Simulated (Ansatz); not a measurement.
# Be3B4: the cost of one run

Method: DFT PBE, scalar-relativistic, plane waves, PAW, in Ansatz 0.2.0.

### Step 1. The structure to begin with

It takes space group Cm (No. 8, monoclinic). Conventional cell: a = 7.408 Å, b = 5.997 Å, c = 16.000 Å, α = 90.00°, β = 90.00°, γ = 90.00°. Be (site symmetry 1) has 4 B at 1.87 to 1.96 Å as nearest neighbours. Be (site symmetry m) is surrounded by 4 B at 1.87 to 1.96 Å. B (site symmetry 1) has 2 B at 1.74 Å and 3 Be at 1.87 to 1.96 Å as nearest neighbours. Around B (site symmetry m) lie 2 B at 1.74 Å and 3 Be at 1.87 to 1.96 Å. B (site symmetry m) has 2 B at 1.74 Å and 3 Be at 1.95 to 1.96 Å as nearest neighbours.

Structure file:

```
CELL_PARAMETERS angstrom
2.99867 -3.70384 0.00000
2.99867 3.70384 0.00000
0.00000 0.00000 16.00000
ATOMIC_POSITIONS crystal
Be 0.93612 0.81388 0.53941
Be 0.43612 0.31388 0.53941
Be 0.06388 0.18612 0.46059
B 0.18071 0.56929 0.50947
B 0.68071 0.06929 0.50947
B 0.81929 0.43071 0.49053
B 0.31929 0.93071 0.49053
```

Recipe of the guess: ordered sheet modelled on a layer of BeB (1 of 4 Be left empty). Its size is a rough estimate.

It is a sheet, periodic along a and b, with vacuum along c; volumes and pressures of the box carry no meaning, and space groups named for it are those of the box.

### Step 2. The guess as it stands, on a coarse mesh

The input, input.yaml:

```yaml
crystal:
  lattice:
    - [2.998668, -3.703844, 0.0]
    - [2.998668, 3.703844, 0.0]
    - [0.0, 0.0, 16.0]
  atoms:
    - { symbol: Be, position: [0.93611697, 0.81388303, 0.53941052] }
    - { symbol: Be, position: [0.43611697, 0.31388303, 0.53941052] }
    - { symbol: Be, position: [0.06388303, 0.18611697, 0.46058948] }
    - { symbol: B, position: [0.18071112, 0.56928888, 0.50946956] }
    - { symbol: B, position: [0.68071112, 0.06928888, 0.50946956] }
    - { symbol: B, position: [0.81928888, 0.43071112, 0.49053044] }
    - { symbol: B, position: [0.31928888, 0.93071112, 0.49053044] }
  periodic: [true, true, false]
basis:
  ecutwfc: 420
kpoints:
  mp_grid: { grid: [4, 4, 1] }
hamiltonian:
  xc: pbe
scf:
  occupations: { method: gaussian, width: 0.1 }
  lower_state_search: "off"
output:
  forces: true
  stress: true
  eigenvalues: true
```

Started as:

```
$ ansatz run input.yaml --threads 1 --pin off --max-ram 2560MiB --backend cpu --events-out ev --progress --plain --runs-dir out
```

What time and memory should one allow on 1 thread of Arm Neoverse V2, shared host?

About 6.3 s, with a peak of 0.48 GiB.
